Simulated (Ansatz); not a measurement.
# PIr (rocksalt type): the cost of one run

Computed with Ansatz 0.2.0 (DFT LDA, with the methods named in each step, unless a step's input says otherwise).

1 further run of the same task is left out (it didn't finish). Runs told in other sessions of the task aren't counted.

### 1 Starting point

The structure is cubic, space group Fm-3m (No. 225). The conventional cell has a = 4.738 Å, b = 4.738 Å, c = 4.738 Å, α = 90.00°, β = 90.00°, γ = 90.00°. Around Ir (site symmetry m-3m) lie 6 P at 2.37 Å. P (site symmetry m-3m) is surrounded by 6 Ir at 2.37 Å.

As a file:

```xyz
2
Lattice="0.0000 2.3690 2.3690 2.3690 0.0000 2.3690 2.3690 2.3690 0.0000" Properties=species:S:1:pos:R:3 pbc="T T T"
Ir    0.0000    0.0000    0.0000
P     2.3690    2.3690    2.3690
```

Whether this phase is the stable one at these pressures isn't tested.

Atoms are numbered in the order of the input: Ir1, P2.

### 2 Cell relaxed at zero pressure, PAW

Contents of input.yaml:

```yaml
crystal:
  lattice:
    - [0.0, 2.3690179898, 2.3690179898]
    - [2.3690179898, 0.0, 2.3690179898]
    - [2.3690179898, 2.3690179898, 0.0]
  atoms:
    - { symbol: Ir, position: [0.0, 0.0, 0.0] }
    - { symbol: P, position: [0.5, 0.5, 0.5] }
kpoints:
  mp_grid: { grid: [14, 14, 14] }
scf:
  occupations: { method: fermi_dirac, width: 0.08 }
hamiltonian:
  xc: lda
  pseudopotentials: { kind: paw }
output:
  forces: true
  stress: true
relax:
  f_tol: 0.005
  max_steps: 40
  cell: {}
```

Command:

```console
> ansatz run input.yaml --threads 1 --pin off --max-ram 2048MiB --backend cpu --events-out ev --progress --plain --runs-dir out
```

What time and memory should one allow on 1 thread of Arm Neoverse V1, shared host?

About 10 s, with a peak of 0.32 GiB.
